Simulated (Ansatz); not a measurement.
# BClFH4N: the cost of one run

Method: RKS PBE/def2-SVP, in Ansatz 0.2.0.

### 1 Starting point

Bond lengths: B1–Cl2 2.210 Å, B1–F3 1.320 Å, B1–N4 1.550 Å, N4–H5 1.060 Å, N4–H6 1.060 Å, Cl2–H8 1.516 Å. Angles: B1–Cl2–H8 56.2°, Cl2–B1–F3 120.0°, Cl2–B1–N4 120.0°, F3–B1–N4 120.0°, B1–N4–H5 120.0°, B1–N4–H6 120.0°, H5–N4–H6 120.0°.

As a file:

```xyz
8

B     0.0000    0.0000    0.0000
Cl    0.0000    0.0000    2.2100
F     1.1431    0.0000   -0.6600
N    -1.3423    0.0000   -0.7750
H    -2.0112   -0.8164   -0.6764
H    -1.5914    0.8164   -1.4036
H    -0.1864    1.4017    0.4698
H    -0.1660    1.2482    1.3665
```

### 2 A restrained relaxation towards end A

Springs on the bonds that form and break draw the guess towards this end; the thresholds are loose.

input.yaml

```yaml
crystal:
  periodic: [false, false, false]
  atoms:
    - { symbol: B, position_ang: [0.0, 0.0, 0.0] }
    - { symbol: Cl, position_ang: [0.0, 0.0, 2.21] }
    - { symbol: F, position_ang: [1.1431, 0.0, -0.66] }
    - { symbol: "N", position_ang: [-1.3423, 0.0, -0.775] }
    - { symbol: H, position_ang: [-2.0112, -0.8164, -0.6764] }
    - { symbol: H, position_ang: [-1.5914, 0.8164, -1.4036] }
    - { symbol: H, position_ang: [-0.1864, 1.4017, 0.4698] }
    - { symbol: H, position_ang: [-0.166, 1.2482, 1.3665] }
basis:
  gaussian: { orbitals: def2-SVP }
hamiltonian:
  xc: pbe
relax:
  f_tol: 0.15
  max_steps: 25
  restrain:
    - { distance: [0, 6], at: 2.39, k: 30.0 }
    - { distance: [7, 1], at: 2.57, k: 30.0 }
    - { distance: [0, 1], at: 1.86, k: 30.0 }
    - { distance: [7, 6], at: 0.66, k: 30.0 }
```

Command:

```sh
$ ansatz run input.yaml --threads 1 --pin off --max-ram 2048MiB --backend cpu --events-out ev --progress --plain --runs-dir out
```

**Question.** How long does this run take on 1 thread of Intel Xeon 6975P-C (Granite Rapids), shared host, and how much memory does it need?

About 12 s, with a peak of 0.16 GiB.
